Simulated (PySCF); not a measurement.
**CH6ClNSi (SMILES C[SiH](N)Cl) at 6 levels**

Aim: a comparison of 6 runs (B2PLYP/6-31G*, BLYP/6-31G*, M06-2X/6-31G*, SVWN5/6-31G*, r2SCAN/6-31G*, SCS-MP2/6-31G*) of CH6ClNSi. 

The results are computed with PySCF 2.14.0.

3 further runs of the same task are left out: 3 set aside as unsound or not needed.

## (1) The structure to begin with

The species is CH6ClNSi (10 atoms), meant as a singlet with charge 0. SMILES: `C[SiH](N)Cl`. Geometry: relaxed at PBE0-D4/def2-TZVP. This is one conformer, not always the lowest.

Bond lengths: C1–Si2 1.853 Å, Si2–N3 1.706 Å, Si2–Cl4 2.081 Å, C1–H5 1.092 Å, C1–H6 1.092 Å, C1–H7 1.093 Å, Si2–H8 1.480 Å, N3–H9 1.008 Å, N3–H10 1.008 Å. Some angles: C1–Si2–N3 110.0°, C1–Si2–Cl4 106.9°, N3–Si2–Cl4 113.8°, C1–Si2–H8 113.9°, N3–Si2–H8 107.4°, Cl4–Si2–H8 105.0°, Si2–C1–H5 110.6°, Si2–C1–H6 110.4°, Si2–C1–H7 110.6°, Si2–N3–H9 120.0°.

## (2) The energy at B2PLYP/6-31G(d) (spherical functions) (run 1)

run.py

```python
from pyscf import gto, dft, mp

mol = gto.Mole()
mol.atom = '''
C     -1.746674     1.814704    -0.811826
Si    -0.105069    -1.204889    -0.138706
N      2.269183    -0.716584     1.985724
Cl     1.124198    -2.631444    -3.591991
H     -3.250329     1.529733    -2.195106
H     -2.569083     2.588358     0.916517
H     -0.428779     3.201763    -1.590016
H     -1.769729    -3.192692     0.911982
H      3.491269     0.723009     1.734013
H      3.142048    -2.208523     2.785078
'''
mol.unit = 'bohr'
mol.max_memory = 1860
mol.spin = 0
mol.basis = '6-31g*'
mol.charge = 0
mol.verbose = 4
mol.build()

mf = dft.RKS(mol)
mf.xc = '0.53*HF + 0.47*B88, 0.73*LYP'
mf.conv_tol = 1e-10
mf.grids.level = 5
mf.kernel()
if not mf.converged:
    mf = mf.newton().run(mf.mo_coeff, mf.mo_occ)

pt = mp.MP2(mf, frozen=12).run()
etot = mf.e_tot + 0.27 * pt.e_corr
print('PT2 part  %.8f' % (0.27 * pt.e_corr))
print('E = %.10f Eh' % etot)
```

Command:

```sh
$ OMP_NUM_THREADS=1 python run.py
```

Standard output:

```text
PySCF version 2.14.0

[... 80 lines left out ...]
converged SCF energy = -845.645236577312
[... 1 line left out ...]
******** <class 'pyscf.mp.mp2.RMP2'> ********
nocc = 13, nmo = 64
frozen orbitals 12
E(RMP2) = -846.253605936096  E_corr = -0.608369358783914
E(SCS-RMP2) = -846.246284583409  E_corr = -0.60104800609752
E_corr(same-spin) = -0.148840643588281
E_corr(oppo-spin) = -0.459528715195633
PT2 part  -0.16425973
E = -845.8094963042 Eh
```

Wall time 17 s (1 thread of Arm Neoverse V2, shared host); peak memory 0.4 GiB.

## (3) A single-point energy at BLYP/6-31G(d) (spherical functions) (run 2)

job.py

```python
# C[SiH](N)Cl
from pyscf import gto, dft

mol = gto.Mole()
mol.atom = '''
C     -1.746674     1.814704    -0.811826
Si    -0.105069    -1.204889    -0.138706
N      2.269183    -0.716584     1.985724
Cl     1.124198    -2.631444    -3.591991
H     -3.250329     1.529733    -2.195106
H     -2.569083     2.588358     0.916517
H     -0.428779     3.201763    -1.590016
H     -1.769729    -3.192692     0.911982
H      3.491269     0.723009     1.734013
H      3.142048    -2.208523     2.785078
'''
mol.verbose = 3
mol.unit = 'bohr'
mol.spin = 0
mol.max_memory = 1860
mol.basis = '6-31g*'
mol.build()

calc0 = dft.RKS(mol)
calc0.xc = 'blyp'
calc0.grids.level = 5
calc0.conv_tol = 1e-10
calc0.kernel()
if not calc0.converged:
    calc0 = calc0.newton().run(calc0.mo_coeff, calc0.mo_occ)

e_tot = calc0.e_tot
print(f'total energy: {e_tot:.8f} hartree')
```

Command:

```sh
$ OMP_NUM_THREADS=1 python job.py
```

Standard output:

```text
converged SCF energy = -846.137677814662
total energy: -846.13767781 hartree
```

Wall time 18 s (1 thread of Arm Neoverse V2, shared host); peak memory 0.4 GiB.

Runs 3 to 5 aren't shown in full; the table further down has their settings and results.

## (4) A single-point energy at SCS-MP2/6-31G(d) (spherical functions) (run 6)

input.py

```python
# C[SiH](N)Cl
from pyscf import gto, mp

mol = gto.M(
    atom='''
C     -1.746674     1.814704    -0.811826
Si    -0.105069    -1.204889    -0.138706
N      2.269183    -0.716584     1.985724
Cl     1.124198    -2.631444    -3.591991
H     -3.250329     1.529733    -2.195106
H     -2.569083     2.588358     0.916517
H     -0.428779     3.201763    -1.590016
H     -1.769729    -3.192692     0.911982
H      3.491269     0.723009     1.734013
H      3.142048    -2.208523     2.785078
''',
    spin=0,
    basis='6-31g*',
    unit='bohr',
    max_memory=1860,
    verbose=3,
)

mf = mol.RHF()
mf.conv_tol = 1e-10
mf.kernel()
if not mf.converged:
    mf = mf.newton().run(mf.mo_coeff, mf.mo_occ)

pt = mp.MP2(mf, frozen=12).run()
e_final = mf.e_tot + 1.2 * pt.e_corr_os + pt.e_corr_ss / 3
print(f'total energy: {e_final:.8f} hartree')
```

Command:

```sh
$ OMP_NUM_THREADS=1 python input.py
```

Standard output:

```text
converged SCF energy = -844.298221224304
E(RMP2) = -844.79654606174  E_corr = -0.498324837435626
E(SCS-RMP2) = -844.790999660134  E_corr = -0.492778435830012
total energy: -844.79099966 hartree
```

Wall time 1.7 s (1 thread of Arm Neoverse V2, shared host); peak memory 0.17 GiB.

## (5) All runs side by side

| run | level | frozen core orbitals | integration grid | energy (Eh) | dipole moment (D) of the reference | HOMO energy (eV) | LUMO energy (eV) | wall time |
| --- | --- | --- | --- | --- | --- | --- | --- | --- |
| 1 | B2PLYP/6-31G* (spherical functions) | 12 | 5 | -845.809496 | 2.35 | -8.98 | 2.68 | 17 s |
| 2 | BLYP/6-31G* (spherical functions) | – | 5 | -846.137678 | 2.33 | -5.96 | 0.69 | 18 s |
| 3 | M06-2X/6-31G* (spherical functions) | – | 5 | -846.117510 | 2.38 | -9.07 | 2.25 | 32 s |
| 4 | SVWN5/6-31G* (spherical functions) | – | 5 | -842.707054 | 2.42 | -6.25 | 0.42 | 11 s |
| 5 | r2SCAN/6-31G* (spherical functions) | – | 5 | -846.093668 | 2.40 | -6.53 | 1.09 | 34 s |
| 6 | SCS-MP2/6-31G* (spherical functions) | 12 | – | -844.791000 | 2.38 | -11.29 | 4.76 | 1.7 s |

## (6) What came out

| quantity | value |
| --- | --- |
| run 6: total energy | -844.79100 Eh |
| run 6: dipole moment (Hartree–Fock density) | 2.38 D |
| run 6: HOMO energy (Hartree–Fock orbitals) | -11.29 eV |
| run 6: LUMO energy (Hartree–Fock orbitals) | 4.76 eV |
| run 6: HOMO–LUMO gap (Hartree–Fock orbitals) | 16.05 eV |
| run 6: correlation energy (12 core orbitals frozen) | -492.8 mEh |

What this shows: Over runs 1, 2, 3, 4, 5 the dipole moment (its size) runs from 2.33 D (BLYP/6-31G*) to 2.42 D (SVWN5/6-31G*). Over runs 1, 2, 3, 4, 5 the HOMO–LUMO gap runs from 6.64 eV (BLYP/6-31G*) to 11.66 eV (B2PLYP/6-31G*). A double hybrid's value is that of its SCF part. Totals of different functionals can't be ranked against each other. All runs together took 1.9 min, the longest 34 s.
